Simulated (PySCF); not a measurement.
# HINO (N ... I- ... HO): the cost of one run

Programs: PySCF 2.14.0, with routines of our own; each step states its level. All values are computed. Atoms count from 0.

1 further run of the same task is left out (for a known fault of the program).

## (1) The starting structure

4 atoms, charge -1, high-spin multiplicity 5; geometry from: GFN2-xTB fragments, placed rigidly.

The system (radical pair across a spacer): N···I-···HO. The radical centres are 5.27 Å apart; the spin sites are atom 0 (3 unpaired) and atoms 1, 2 (1 unpaired).

## (2) Magnetic exchange: CASSCF and SC-NEVPT2/def2-TZVP (4,4)

The job: settings as JSON, then the geometry in Å.

```
{"job": {"kind": "cas", "basis": "def2-TZVP", "active": "magnetic", "zfs": false}, "charge": -1, "high_spin_multiplicity": 5, "spin_sites": [[[0], 3], [[1, 2], 1]]}
N      0.170300    -0.000000    -3.472300
O      0.170300    -0.000000     1.798200
H     -0.510900     0.000000     2.479400
I      0.170300    -0.000000    -0.805300
```

With the program's defaults for keys left out, this is: CASSCF and SC-NEVPT2/def2-TZVP spin states, gas phase.

Run with:

```bash
$ OMP_NUM_THREADS=1 python exch_run.py task.json out
```

This one command runs all jobs of the session in turn.

**Question.** How long does this first job take on 1 thread of Arm Neoverse N1, shared host, and how much memory does it need?

About 5.6 s, with a peak of 0.26 GiB.
